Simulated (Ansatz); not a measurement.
# SbS in Ansatz: projected density of states with PBE

Aim: the projected density of states of SbS with PBE.

Everything below comes from runs of Ansatz 0.2.0. Logs are shortened: lines on timing, memory, paths and dates and some standing lists are left out, and cuts for length are marked.

## (1) Starting point

The cell holds a sheet with vacuum, 2 atoms: a = 3.820 Å, b = 3.820 Å, c = 23.800 Å, α = 90.00°, β = 90.00°, γ = 90.00°.

The cell was built by a generator and needn't be a form met in nature.

## (2) Projected density of states, PBE

Input file input.yaml:

```yaml
crystal:
  lattice:
    - [3.82048, 0.0, 0.0]
    - [0.0, 3.82048, 0.0]
    - [0.0, 0.0, 23.8]
  atoms:
    - { symbol: Sb, position: [0.0, 0.0, 0.29412] }
    - { symbol: S, position: [0.5, 0.5, 0.29412] }
kpoints:
  mp_grid: { grid: [7, 7, 1] }
  band_path:
    path:
      - [0.0, 0.0, 0.0]
      - [0.0, 0.5, 0.0]
      - [0.5, 0.5, 0.0]
      - [0.0, 0.0, 0.0]
      - [0.0, 0.0, 0.5]
      - [0.0, 0.5, 0.5]
      - [0.5, 0.5, 0.5]
      - [0.0, 0.0, 0.5]
    npoints: 8
scf:
  occupations: { method: fermi_dirac, width: 0.05 }
hamiltonian:
  xc: pbe
  pseudopotentials: { kind: all_electron, lapw: { basis_error: 0.002 } }
output:
  forces: true
  stress: true
  eigenvalues: true
  fatbands: true
  dos: { projected: true, de: 0.1, e_range: [-14, 8] }
  populations: true
```

Potentials or basis: all-electron LAPW, scalar-relativistic.

Run with:

```bash
ansatz run input.yaml --threads 4 --pin off --max-ram 12288MiB --backend cpu --events-out ev --progress --plain --runs-dir out
```

What it wrote:

```text
Warning: RAYON_NUM_THREADS=4 ignored (pool sized by the plan → 4); use --threads N
Sb: projections on atomic orbitals take those of the free atom 1s2 2s2 2p6 3s2 3p6 3d10 4s2 4p6 4d10 5s2 5p3, of charge +0.00 (hamiltonian.pseudopotentials.projection_atoms)
S: projections on atomic orbitals take those of the free atom 1s2 2s2 2p6 3s2 3p4, of charge +0.00 (hamiltonian.pseudopotentials.projection_atoms)
LAPW: plane waves up to 7.100 Å⁻¹, error target 2.0e-3 eV per atom; small_component_spin mean_spin; S in spheres of 1.194 Å, 14 of its electrons in bands, Dirac shells []; Sb in spheres of 1.508 Å, 23 of its electrons in bands, Dirac shells [] (how accurate: hamiltonian.pseudopotentials.lapw.basis_error, Limitations)
Engine: ansatz 0.2.0, aarch64-unknown-linux-gnu
Pseudopotentials: kind: all_electron
Pseudopotential: Sb, LAPW, valence charge 23, lapw/all_electron/scalar/gaussian/Sb, Koelling and Harmon's equation, gaussian nucleus
Pseudopotential: S, LAPW, valence charge 14, lapw/all_electron/scalar/gaussian/S, Koelling and Harmon's equation, gaussian nucleus
Functional definition: PBE
  parameter kappa = 0.804
  parameter beta = 0.06672455060314922
  exchange = pbe_x(kappa = kappa, mu = beta*pi^2/3)
  correlation = pbe_c(beta = beta)
Crystal: 2 atoms, lattice volume = 347.386 Å³
Basis set: ecut = 192.07930046085625 eV, 2121 PW (Γ), exchange–correlation at level 2
Bands: 23, of which v1, the nominal top of the filled ones, is band 19 counted from 1 (18 counted from 0)
Symmetry: 16 space group operations
Space group: P4/mmm (ITA 123), of the structure as read, at distance tolerance 7.0e-5 Å
k-points: 10 of 49
Non-local potential: Sb, projectors of the file, none
Non-local potential: S, projectors of the file, none
Initial density: superposition of atomic densities (neutral atoms: chi_scale 0, normalization atom)
Initial wavefunctions: plane waves of lowest kinetic energy (no species holds an atomic orbital)
Functional: x = pbe(κ = 0.804, μ = 0.2195149727645171), c = pbe(β = 0.06672455060314922)
iter 1 solved again at ethr=2.37e-3 eV; its pass at ethr=1.00e-1 eV (dr2=8.76e-1 eV) is discarded
SCF iter   1: F=—  HF=-187230.620634 eV  |F-HF|=—  |Δ(HF+E_count)|=         —  Δρ=1.07e-2  dr2=8.72e-1  ethr=2.37e-3  ⟨swp⟩=4.0  Hψ=1544  notcnv=0
preconditioner: auto → LDOS  [metal: Δε(μ)=0.077 eV  Ē_g=9.603 eV  σ=0.050 eV  W_gap=0.34  n_scr=42 (ndim 8)  ℏωp=6.5 eV  f_vac=0.803  D(μ)=2.62/eV (n_scr^D=8)  β→1.0]
iter 2 solved again at ethr=1.94e-4 eV; its pass at ethr=2.36e-3 eV (dr2=7.17e-2 eV) is discarded
SCF iter   2: F=—  HF=-187230.395214 eV  |F-HF|=—  |Δ(HF+E_count)|=   2.25e-1  Δρ=4.50e-3  dr2=7.13e-2  ethr=1.94e-4  ⟨swp⟩=2.5  Hψ=1235  notcnv=0
SCF iter   3: F=—  HF=-187230.376178 eV  |F-HF|=—  |Δ(HF+E_count)|=   1.90e-2  Δρ=2.24e-3  dr2=4.43e-2  ethr=1.93e-4  ⟨swp⟩=2.7  Hψ=730  notcnv=0
SCF iter   4: F=—  HF=-187230.364787 eV  |F-HF|=—  |Δ(HF+E_count)|=         —  Δρ=6.98e-4  dr2=4.05e-3  ethr=1.20e-4  ⟨swp⟩=2.5  Hψ=724  notcnv=0
the basis was enlarged: its passes take 140.2 KiB over the memory plan, 4 of 4 planned eigensolver slots
SCF iter   5: F=—  HF=-187230.361374 eV  |F-HF|=—  |Δ(HF+E_count)|=   3.41e-3  Δρ=1.85e-4  dr2=1.62e-4  ethr=1.09e-5  ⟨swp⟩=2.7  Hψ=703  notcnv=0
SCF iter   6: F=—  HF=-187230.361573 eV  |F-HF|=—  |Δ(HF+E_count)|=   1.99e-4  Δρ=7.03e-5  dr2=3.01e-5  ethr=4.39e-7  ⟨swp⟩=3.0  Hψ=713  notcnv=0
SCF iter   7: F=—  HF=-187230.361605 eV  |F-HF|=—  |Δ(HF+E_count)|=   3.22e-5  Δρ=1.54e-5  dr2=2.02e-6  ethr=8.15e-8  ⟨swp⟩=3.0  Hψ=723  notcnv=0
SCF iter   8: F=—  HF=-187230.361606 eV  |F-HF|=—  |Δ(HF+E_count)|=   1.53e-6  Δρ=2.89e-6  dr2=1.55e-7  ethr=5.45e-9  ⟨swp⟩=3.0  Hψ=704  notcnv=0
SCF iter   9: F=-187230.361606 eV  HF=-187230.361606 eV  |F-HF|=1.90e-7  |Δ(HF+E_count)|=   7.27e-8  Δρ=1.12e-6  dr2=4.69e-8  ethr=4.19e-10  ⟨swp⟩=3.0  Hψ=699  notcnv=0
SCF 1 converged in 9 iterations: F = -187230.361606 eV  dr2 = 4.69e-8
NSCF: frozen V_eff on 57 k-points
SCF converged after 9 iterations
Free energy (F): -187230.361606 eV
Harris-Foulkes:  -187230.361606 eV  (|F-HF|=1.90e-7)
Internal energy: -187230.345667 eV  (E = F + TS)
E sigma→0 (E₀):  -187230.353637 eV
Entropy (-TS):   -0.015939 eV (-7.970 meV/atom)
Fermi energy:    -2.455180 eV
--- Per-component energies (eV) ---
  E_band       = -2648.203423
  E_kinetic    = 196780.880442
  E_xc         = -5339.983974
  E_electrostatic = -378671.242136  (all electrons and nuclei)
  E_smearing   = -0.015939  (= −TS)
  E_closure    = 0.000000  (closes the sum)
  E_atoms      = -187222.646922  (free atoms, spherical and without spin; not in F)
  Σ components = -187230.361606   (vs F -187230.361606, Δ=0.00e0)
  Basis errors (estimates in eV, not in F): energy 9.8e-4 per atom: plane waves 9.2e-4 (5.8e-4 summed), levels above the bands 8.4e-43, relativity 1.5e-7, radial functions 6.2e-5, core shells 1.4e-8; eigenvalues (radial functions only) 6.4e-6; not estimated: angular momenta, meshes, grids; target (lapw.basis_error) 2.0e-3; muffin-tin radii S 1.194 Å, Sb 1.508 Å
--- Forces (eV/Å), atoms counted from 1 ---
  atom   1  Sb    -0.00000000     0.00000000     0.00000000
  atom   2  S      0.00000000     0.00000000     0.00000000
  max |Σ_I F_I| component: 2.07e-30 eV/Å
--- Stress (GPa, compression-positive) ---
        0.015127       0.000000       0.000000
        0.000000       0.015127       0.000000
        0.000000       0.000000      -0.000520
  P = ⅓ Tr σ = 0.0099 GPa (0.099 kbar)
--- Band table (eV; the first three rows and the last of 10) ---
  k-point 0: bands = ["-208.7515", "-153.5624", "-153.5624", "-153.4755", "-147.2283", "-100.2542", "-100.2542", "-100.0861", "-32.1115", "-32.0953", "-31.9407", "-31.9407", "-31.9118", "-16.9525", "-9.2369", "-6.6979", "-6.6979", "-6.5037", "-1.0826", "0.8853", "1.0391", "2.0152", "2.2674"]
  k-point 1: bands = ["-208.7515", "-153.5624", "-153.5624", "-153.4755", "-147.2283", "-100.2542", "-100.2542", "-100.0861", "-32.1089", "-32.0968", "-31.9416", "-31.9406", "-31.9102", "-16.8056", "-10.1200", "-6.5056", "-6.3341", "-5.9377", "-1.4163", "0.9126", "1.0984", "1.2039", "2.1937"]
  k-point 2: bands = ["-208.7515", "-153.5624", "-153.5624", "-153.4755", "-147.2283", "-100.2542", "-100.2542", "-100.0861", "-32.1032", "-32.1001", "-31.9436", "-31.9405", "-31.9066", "-16.4060", "-11.5276", "-5.9722", "-5.8541", "-4.7190", "-2.2843", "-0.6042", "-0.4268", "1.7120", "2.7474"]
  k-point 9: bands = ["-208.7515", "-153.5624", "-153.5624", "-153.4755", "-147.2283", "-100.2542", "-100.2542", "-100.0861", "-32.1141", "-32.0848", "-31.9446", "-31.9446", "-31.8978", "-15.2812", "-11.3272", "-8.8796", "-8.2987", "-4.7264", "-2.4437", "2.3603", "2.6257", "2.6813", "3.1984"]
--- Löwdin populations: 2 sites ---
  site symbol       q [e]
     0     Sb     50.5656
     1      S     16.3359
  spilling = 0.001469 (of n_electrons = 67.000000)
```

It took 16 s on 4 threads of Arm Neoverse V1, shared host; peak memory 0.48 GiB.

Results:

```
Free energy             : -187230.3616 eV
Band gap along the path : none (metal or under the smearing width)
Loewdin charges         : Sb +0.43; S -0.34 e
Work function           : 4.65 eV
```

Levels at the corners of the path, in eV from the Fermi level:
```csv
point,band 16,band 17,band 18,band 19,band 20,band 21
Γ,-4.24,-4.24,-4.05,1.37,3.34,3.49
X,-2.75,-2.64,-0.95,-0.45,-0.10,0.29
M,-6.51,-6.51,-2.22,0.14,4.72,4.72
Γ,-4.24,-4.24,-4.05,1.37,3.34,3.49
Z,-4.24,-4.24,-4.05,1.37,3.34,3.49
R,-2.75,-2.64,-0.95,-0.45,-0.10,0.29
A,-6.51,-6.51,-2.22,0.14,4.72,4.72
Z,-4.24,-4.24,-4.05,1.37,3.34,3.49
```

States per cell in windows of 0.5 eV (zero at the Fermi level; states under -8 eV left out):
| from (eV) | total | S2 3p | Sb1 5p | Sb1 5s | S2 3s | Sb1 4d | S2 2s |
| --- | --- | --- | --- | --- | --- | --- | --- |
| -8.0 | 0.13 | 0.02 | 0.00 | 0.08 | 0.03 | 0.00 | 0.00 |
| -7.5 | 0.05 | 0.00 | 0.00 | 0.03 | 0.01 | 0.00 | 0.00 |
| -7.0 | 0.00 | 0.00 | 0.00 | 0.00 | 0.00 | 0.00 | 0.00 |
| -6.5 | 0.20 | 0.11 | 0.08 | 0.00 | 0.00 | 0.00 | 0.00 |
| -6.0 | 0.37 | 0.21 | 0.14 | 0.01 | 0.01 | 0.00 | 0.00 |
| -5.5 | 0.33 | 0.19 | 0.12 | 0.01 | 0.01 | 0.00 | 0.00 |
| -5.0 | 0.50 | 0.30 | 0.16 | 0.02 | 0.01 | 0.00 | 0.00 |
| -4.5 | 0.65 | 0.43 | 0.19 | 0.02 | 0.01 | 0.00 | 0.00 |
| -4.0 | 0.86 | 0.57 | 0.24 | 0.03 | 0.01 | 0.00 | 0.00 |
| -3.5 | 0.87 | 0.64 | 0.19 | 0.03 | 0.01 | 0.00 | 0.00 |
| -3.0 | 0.75 | 0.59 | 0.10 | 0.03 | 0.01 | 0.00 | 0.00 |
| -2.5 | 0.92 | 0.65 | 0.13 | 0.10 | 0.02 | 0.00 | 0.00 |
| -2.0 | 0.41 | 0.25 | 0.06 | 0.08 | 0.01 | 0.00 | 0.00 |
| -1.5 | 0.14 | 0.07 | 0.03 | 0.03 | 0.01 | 0.00 | 0.00 |
| -1.0 | 0.38 | 0.03 | 0.34 | 0.00 | 0.00 | 0.00 | 0.00 |
| -0.5 | 0.92 | 0.10 | 0.81 | 0.00 | 0.00 | 0.00 | 0.00 |
| 0.0 | 0.43 | 0.11 | 0.30 | 0.00 | 0.01 | 0.00 | 0.00 |
| 0.5 | 0.76 | 0.16 | 0.51 | 0.01 | 0.05 | 0.00 | 0.00 |
| 1.0 | 0.54 | 0.11 | 0.36 | 0.01 | 0.04 | 0.00 | 0.00 |
| 1.5 | 0.38 | 0.08 | 0.24 | 0.01 | 0.02 | 0.00 | 0.00 |
| 2.0 | 0.36 | 0.08 | 0.20 | 0.01 | 0.02 | 0.00 | 0.00 |
| 2.5 | 0.39 | 0.10 | 0.19 | 0.01 | 0.01 | 0.00 | 0.00 |
| 3.0 | 0.49 | 0.11 | 0.19 | 0.01 | 0.01 | 0.00 | 0.00 |
| 3.5 | 0.87 | 0.16 | 0.29 | 0.01 | 0.01 | 0.00 | 0.00 |
| 4.0 | 0.68 | 0.10 | 0.16 | 0.00 | 0.00 | 0.00 | 0.00 |
| 4.5 | 1.15 | 0.14 | 0.21 | 0.00 | 0.00 | 0.00 | 0.00 |
| 5.0 | 1.44 | 0.03 | 0.04 | 0.00 | 0.00 | 0.00 | 0.00 |
| 5.5 | 0.79 | 0.07 | 0.09 | 0.00 | 0.00 | 0.00 | 0.00 |
| 6.0 | 0.42 | 0.00 | 0.00 | 0.00 | 0.00 | 0.00 | 0.00 |
| 6.5 | 0.00 | 0.00 | 0.00 | 0.00 | 0.00 | 0.00 | 0.00 |

Caveat: spin-orbit coupling is left out, which moves the levels of the heavy elements; the density of states is complete only up to the lowest level of the last band computed.

## (3) For comparison

An earlier run on the cell as given: functional PBE; potentials or basis all-electron LAPW, scalar-relativistic; cutoff 209 eV (chosen from the basis error); basis error allowed 0.001 eV/atom; k mesh 7 × 7 × 1; occupations fermi-dirac, width 0.05 eV; no spin polarisation.

- Band gap on the k mesh: none (metal or under the smearing width)
- Loewdin charges: Sb +0.43; S -0.34 e
- Work function: 4.65 eV
